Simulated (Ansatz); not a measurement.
**C₂H₄AlB (SMILES [AlH2][B]1C=C1): one structure at several levels**

One table from this session's results is given with a row withheld; the runs are named, their logs left out.

Computed with Ansatz 0.2.0, Gaussian basis. Level: single points in def2-TZVPP.

Correlated methods freeze the cores.

### The system as given

8 atoms, charge 0, spin multiplicity 1.

Atoms are counted from 1 here; the program's logs count them from 0.

Bond lengths: Al1–B2 2.082 Å, Al1–H5 1.696 Å, Al1–H6 1.433 Å, B2–C3 1.602 Å, B2–C4 1.576 Å, C3–C4 1.367 Å, C3–H7 0.920 Å, C4–H8 0.979 Å. Angles: B2–Al1–H5 120.6°, B2–Al1–H6 125.3°, H5–Al1–H6 113.9°, Al1–B2–C3 149.6°, Al1–B2–C4 159.2°, C3–B2–C4 50.9°, B2–C3–C4 63.6°, B2–C3–H7 160.0°, C4–C3–H7 135.8°, B2–C4–C3 65.5°, B2–C4–H8 152.7°, C3–C4–H8 141.5°.

Geometry (Å):

```xyz
8
C2H4AlB
Al   -1.09190    1.48850   -0.63330
B     0.03670   -0.12920    0.03290
C     1.33210   -0.69360    0.78860
C     0.52350   -1.62020    0.19180
H    -2.50990    1.24100   -1.53080
H    -0.83860    2.86270   -0.31480
H     2.07410   -0.71780    1.33160
H     0.41170   -2.58720    0.08940
```

The first run:

The input, run/in.yaml:

```yaml
crystal:
  periodic: [false, false, false]
  atoms:
    - {symbol: Al, position_ang: [-1.091900, 1.488500, -0.633300]}
    - {symbol: B, position_ang: [0.036700, -0.129200, 0.032900]}
    - {symbol: C, position_ang: [1.332100, -0.693600, 0.788600]}
    - {symbol: C, position_ang: [0.523500, -1.620200, 0.191800]}
    - {symbol: H, position_ang: [-2.509900, 1.241000, -1.530800]}
    - {symbol: H, position_ang: [-0.838600, 2.862700, -0.314800]}
    - {symbol: H, position_ang: [2.074100, -0.717800, 1.331600]}
    - {symbol: H, position_ang: [0.411700, -2.587200, 0.089400]}
basis:
  gaussian: {orbitals: def2-TZVPP}
correlation: {method: ccsd_t}
output: {forces: true}
```

The command line of these runs was not kept.

Steps of the session up to this table: CCSD(T)/def2-TZVPP; PBE0-D4/def2-TZVPP; wB97M-V/def2-TZVPP; r2SCAN-D4/def2-TZVPP; PBE-D4/def2-TZVPP; r2SCANh-D4/def2-TZVPP; B97M-V/def2-TZVPP.

One of the session's tables, all rows but one given; the rest of the session is left out.

```
    method  RMS force component (eV/Å)  angle to CCSD(T) forces (°)  dipole (D)
   CCSD(T)                       3.765                    reference        1.67
   PBE0-D4                       3.961                          2.7        1.77
   wB97M-V                       3.896                          2.8        1.70
 r2SCAN-D4                       3.888                          2.1        1.85
    PBE-D4                       3.860                          1.3        1.85
r2SCANh-D4                           ?                            ?           ?
    B97M-V                       3.880                          3.4        2.12
```

Q: Estimate the row for r2SCANh-D4 from the others.

**Answer.** RMS force component (eV/Å): 3.920; angle to CCSD(T) forces (°): 2.7; dipole (D): 1.82. In the column «RMS force component (eV/Å)» it lies between wB97M-V (3.896) and PBE0-D4 (3.961).
